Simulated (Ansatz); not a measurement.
Runs of Ansatz 0.2.0 on TaWC2. It takes space group R-3m (No. 166, trigonal). Conventional cell: a = 3.144 Å, b = 3.144 Å, c = 15.305 Å, α = 90.00°, β = 90.00°, γ = 120.00°. W (site symmetry -3m) is surrounded by 6 C at 2.21 Å. Around Ta (site symmetry -3m) lie 6 C at 2.23 Å. Around C (site symmetry 3m) lie 3 W at 2.21 Å and 3 Ta at 2.23 Å. The cell comes from a database or a generator and needn't be the stable form of this composition.

| task | level | potentials or basis | U | cell | k mesh | cutoff (eV) | points for each segment of the path | hubbard projectors | double counting | mesh quality | gap on the mesh (eV) | pressure (GPa) | relaxed volume (Å³/atom) | largest force (eV/Å) |
| --- | --- | --- | --- | --- | --- | --- | --- | --- | --- | --- | --- | --- | --- | --- |
| band structure | LDA | Ansatz PAW | - | as given | 10 × 10 × 10 | 420 | 14 | - | - | not flagged | none | (d) | - | 0.08 |
| relaxation of cell and atoms | HSE06 | Ansatz PAW | - | relaxed | 6 × 6 × 6 | 420 | - | - | - | coarse | none | - | 10.60 | - |
| relaxation of cell and atoms | PBEsol+U | Ansatz PAW | Ta d U = 5 eV, W d U = 5 eV | relaxed | 10 × 10 × 10 | 420 | - | ortho-atomic (the default) | fll (the default) | not flagged | none | 0.0 | 10.66 | - |
| single point | PBEsol | JTH PAW | - | as given | 10 × 10 × 10 | 1290 | - | - | - | not flagged | none | -10.1 | - | 0.06 |
| relaxation of cell and atoms | PBEsol+U | Ansatz PAW | Ta d U = 3 eV, W d U = 3 eV | relaxed | 10 × 10 × 10 | 420 | - | ortho-atomic (the default) | fll (the default) | not flagged | none | 0.0 | 10.62 | - |
| relaxation of cell and atoms | PBEsol+U | Ansatz PAW | Ta d U = 2 eV, W d U = 2 eV | relaxed | 10 × 10 × 10 | 420 | - | ortho-atomic (the default) | fll (the default) | not flagged | none | 0.0 | 10.61 | - |
| relaxation of cell and atoms | PBEsol+U | Ansatz PAW | Ta d U = 6 eV, W d U = 6 eV | relaxed | 10 × 10 × 10 | 420 | - | ortho-atomic (the default) | fll (the default) | not flagged | none | 0.0 | (b) | - |
| relaxation of cell and atoms | PBEsol+U | Ansatz PAW | Ta d U = 4 eV, W d U = 4 eV | relaxed | 10 × 10 × 10 | 420 | - | ortho-atomic (the default) | fll (the default) | not flagged | none | 0.0 | (a) | - |
| single point | PBEsol | PseudoDojo standard (PBEsol files) | - | as given | 10 × 10 × 10 | 1116 | - | - | - | not flagged | none | (c) | - | 0.06 |
| single point | PBEsol | PseudoDojo stringent (PBEsol files) | - | as given | 10 × 10 × 10 | 1796 | - | - | - | not flagged | none | -10.8 | - | 0.06 |
| phonons | PBEsol | Ansatz PAW | - | as given | 8 × 8 × 8 | 420 | - | - | - | not flagged | none | - | - | - |
| relaxation of cell and atoms | PBEsol | Ansatz PAW | - | relaxed | 10 × 10 × 10 | 420 | - | - | - | not flagged | none | 0.0 | 10.58 | - |

Alike in all rows: no spin polarisation; smearing fermi-dirac 0.05 eV.

Task: Estimate the missing entries.

Result: (a) 10.64; (b) 10.69; (c) -10.6; (d) -16.6.

Caveats: some runs use coarse meshes; the PAW data sets come from PBE, with cores solved anew for the run's functional, which leaves a small shift of forces and pressure (some runs); the plane-wave basis is chosen anew once the cell has moved, so the energies of steps on either side of that aren't comparable (some runs); U without spin polarisation on a metal has little footing (some runs); the U is typed as a test and isn't derived for this compound (some runs).

A k mesh can miss the band edges, and the runs leave out spin-orbit coupling on Ta, W.

A gap of «none» marks a metal or a gap under the smearing width.

Not every run made on this cell is shown here.
